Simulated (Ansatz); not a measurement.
# Li3Zn: the cost of one run

Computed with Ansatz 0.2.0 through its Python package. Level of theory: DFT LDA, plane waves, PAW.

### Step 1. The system

The structure is cubic, space group Fm-3m (No. 225). The conventional cell has a = 6.344 Å, b = 6.344 Å, c = 6.344 Å, α = 90.00°, β = 90.00°, γ = 90.00°. Li (site symmetry -43m) has 4 Li at 2.75 Å and 4 Zn at 2.75 Å as nearest neighbours. Li (site symmetry m-3m) has 8 Li at 2.75 Å as nearest neighbours. Zn (site symmetry m-3m) has 8 Li at 2.75 Å as nearest neighbours.

No structure file is read: the coordinates are typed or built in the script.

### Step 2. The script

li3zn_strain.py

```python
"""Energy of Li3Zn under biaxial strain, ions carried with the cell."""

import ansatz as az
import matplotlib.pyplot as plt
import numpy as np

OCCUPATIONS = "fermi_dirac"
MESH = (10, 10, 10)

vectors0 = np.array([
    [0.0, 3.171861, 3.171861],
    [3.171861, 0.0, 3.171861],
    [3.171861, 3.171861, 0.0],
])
sites = [
    ("Li", [0.25, 0.25, 0.25]),
    ("Li", [0.75, 0.75, 0.75]),
    ("Li", [0.5, 0.5, 0.5]),
    ("Zn", [0.0, 0.0, 0.0]),
]


def on_lattice(cell):
    crystal = az.Crystal(lattice=az.Lattice.of(cell))
    for symbol, position in sites:
        crystal = crystal.atom(symbol, position)
    return crystal

# clamped ions: the fractional positions stay as typed
values = np.linspace(-0.05, 0.05, 7)
energies = []
for d in values:
    strain = np.diag([d, d, 0])
    cell = vectors0 @ (np.eye(3) + strain)
    setup = (
        on_lattice(cell).calculation()
        .basis(28 * az.Ry, density_ratio=8)
        .mixing("anderson", preconditioner="local_kerker")
        .functional(az.Functional.LDA)
        .occupations(OCCUPATIONS)
        .kpoints(*MESH)
    )
    report = setup.run(threads=1, backend="cpu").report
    energies.append(report["free_energy_ev"] / len(sites))
    print(f"d = {d:+.4f}  F = {energies[-1]:.5f} eV/atom")
energies = np.array(energies)

for value, e in zip(values, energies):
    print(f"strain {value:7.3f}   E - Emin = {1000 * (e - energies.min()):9.3f} meV/atom")
plt.figure(figsize=(4.5, 3))
plt.plot(values, 1000 * (energies - energies.min()), "o-")
plt.xlabel("strain")
plt.ylabel("meV/atom")
plt.tight_layout()
plt.savefig("strain.png", dpi=100)
curvature = 2 * np.polyfit(values, energies, 3)[1]
volume = abs(np.linalg.det(vectors0)) / len(sites)
print(f"d2E/dd2 over the volume: {curvature / volume * 160.21766:.1f} GPa")
```

### Step 3. The calls as engine input

The engine receives this input (first run):

```yaml
crystal:
  lattice:
    - [0.0, 3.0132679499999995, 3.171861]
    - [3.0132679499999995, 0.0, 3.171861]
    - [3.0132679499999995, 3.0132679499999995, 0.0]
  atoms:
    - { symbol: Li, position: [0.25, 0.25, 0.25] }
    - { symbol: Li, position: [0.75, 0.75, 0.75] }
    - { symbol: Li, position: [0.5, 0.5, 0.5] }
    - { symbol: Zn, position: [0.0, 0.0, 0.0] }
basis:
  ecutwfc: 380.959407443832
  ecutrho_ratio: 8
kpoints:
  mp_grid:
    grid: [10, 10, 10]
hamiltonian:
  xc: lda
scf:
  mixing:
    algorithm: anderson
    preconditioner: local_kerker
  occupations:
    method: fermi_dirac
```

### Step 4. The run

Command:

```console
python li3zn_strain.py
```

**Question.** How long does this script take on 1 thread of Arm Neoverse V1, shared host, and how much memory does it need?

About 25 s, with a peak of 0.51 GiB.
